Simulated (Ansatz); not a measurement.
**Indium, bcc: r²SCAN0 at the r²SCAN geometry**

Aim: see what exact exchange does to the levels, and what it costs. Spin polarisation is left out. The cell comes from an earlier r²SCAN relaxation. Exact exchange is dear, so the k-mesh is coarse, and r²SCAN is run on the same mesh for comparison.

Method: DFT, plane waves (500 eV) with PBE-made PAW files, scalar-relativistic; functionals as named at each step, in Ansatz 0.2.0.

## Step 1: The structure to begin with

It takes space group Im-3m (No. 229, cubic). Conventional cell: a = 3.764 Å, b = 3.764 Å, c = 3.764 Å, α = 90.00°, β = 90.00°, γ = 90.00°. Around In (site symmetry m-3m) lie 8 In at 3.26 Å.

Coordinates:

```cif
data_structure
_symmetry_space_group_name_H-M 'Im-3m'
_symmetry_Int_Tables_number 229
_cell_length_a 3.7643
_cell_length_b 3.7643
_cell_length_c 3.7643
_cell_angle_alpha 90.000
_cell_angle_beta 90.000
_cell_angle_gamma 90.000
_cell_volume 53.34
loop_
_atom_site_label
_atom_site_type_symbol
_atom_site_symmetry_multiplicity
_atom_site_Wyckoff_symbol
_atom_site_fract_x
_atom_site_fract_y
_atom_site_fract_z
_atom_site_occupancy
In1 In 2 a 0.00000 0.00000 0.00000 1
```

## Step 2: r²SCAN, coarse mesh

The run with r²SCAN.

input.yaml reads:

```yaml
crystal:
  lattice:
    - [-1.8821514374, 1.8821514374, 1.8821514374]
    - [1.8821514374, -1.8821514374, 1.8821514374]
    - [1.8821514374, 1.8821514374, -1.8821514374]
  atoms:
    - { symbol: In, position: [0.0, 0.0, 0.0] }
hamiltonian:
  xc: r2scan
  pseudopotentials:
    kind: paw
    azcp:
      In: "pseudopotentials/In.paw.azcp"
basis:
  ecutwfc: 500
  fft_grid_basis: typed
kpoints:
  mp_grid: { grid: [6, 6, 6], shift: [0, 0, 0] }
magnetization:
  spin_polarized: false
scf:
  occupations: { method: fermi_dirac, width: 0.1 }
```

The run is started by

```sh
$ ansatz run input.yaml --threads 4 --pin off --max-ram 8192MiB --backend cpu --events-out ev --progress --plain --runs-dir out
```

## Step 3: r²SCAN0 on the coarse mesh

The run with r²SCAN0.

input.yaml, as its differences from that of step 2:

```diff
@@ -8,3 +8,3 @@
 hamiltonian:
-  xc: r2scan
+  xc: r2scan0
   pseudopotentials:
```

(Steps that only read results are left out.)

Q: Predict the outcome of this session. Wanted: r²SCAN: gap; r²SCAN0: gap; r²SCAN0: relative to body-centred tetragonal.

The runs gave:

| quantity | value |
| --- | --- |
| r²SCAN: gap | none (levels filled in part) |
| r²SCAN0: gap | none (levels filled in part) |
| r²SCAN0: SCF cycles, exchange loops | 13, 2 |
| r²SCAN0: CPU time over that of r²SCAN | 10 |
| r²SCAN0: relative to body-centred tetragonal | +29 meV/atom |

What this shows: Both r²SCAN and r²SCAN0 leave levels filled in part. The hybrid took 10 times as much CPU time as r²SCAN on the same settings. r²SCAN0 needed 2 outer loops of the exchange operator. To compare with dense-mesh energies, the change of r²SCAN from this mesh and smearing to its dense run (+33.6 meV/atom, from a run not shown) is added. Under r²SCAN0 it lies 29 meV/atom above body-centred tetragonal (computed apart in the same way); on such meshes a few tens of meV are uncertain for metals. The total energies in the logs cannot be compared from one functional to another.
